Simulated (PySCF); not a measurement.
# C2H11GeNSi: the cost of one run

Programs: PySCF 2.14.0, with density-fitted response routines of our own. Each step states its level of theory. These are calculated values for one molecule, in the gas phase or a continuum, unless marked as measured. Atoms are numbered from 0 throughout.

## 1. The starting structure

16 atoms, charge 0, multiplicity 1; geometry from: GFN2-xTB.

Bonds of the start (Å): C0–C1 1.52, C1–Ge2 1.99, Ge2–N3 1.83, N3–Si4 1.73, C0–H5 1.09, C0–H6 1.09, C0–H7 1.09, C1–H8 1.09, C1–H9 1.09, Ge2–H10 1.51, Ge2–H11 1.51, N3–H12 1.01, Si4–H13 1.46, Si4–H14 1.47, Si4–H15 1.46.

## 2. Geometry optimisation at PBE0-D3(BJ)/def2-SVP

Job settings and geometry (Å):

```
{"job": {"xc": "PBE0", "basis": "def2-SVP", "d3": "d3bj", "grid": 1, "kind": "geom"}, "charge": 0, "multiplicity": 1}
C     -2.067724     0.399442    -0.354581
C     -1.356628    -0.196733     0.852307
Ge     0.180067    -1.348290     0.339144
N      1.407585    -0.458821    -0.677621
Si     2.230766     0.990723    -0.218389
H     -1.374275     0.994917    -0.947101
H     -2.892299     1.041150    -0.046745
H     -2.467497    -0.389433    -0.990719
H     -0.983299     0.603233     1.494985
H     -2.060565    -0.779875     1.447428
H      0.924945    -1.839942     1.553758
H     -0.226524    -2.535262    -0.502385
H      1.296022    -0.583232    -1.671377
H      2.708755     0.776896     1.146118
H      1.361904     2.180521    -0.244433
H      3.311169     1.153651    -1.191800
```

Started as:

```console
> OMP_NUM_THREADS=1 python probes_run.py task.json out
```

One launch serves the whole session: the jobs run in the order shown.

Q: Estimate the wall time and peak memory of this first job on 1 thread of Arm Neoverse V2, shared host.

About 2.6 min, with a peak of 0.59 GiB.
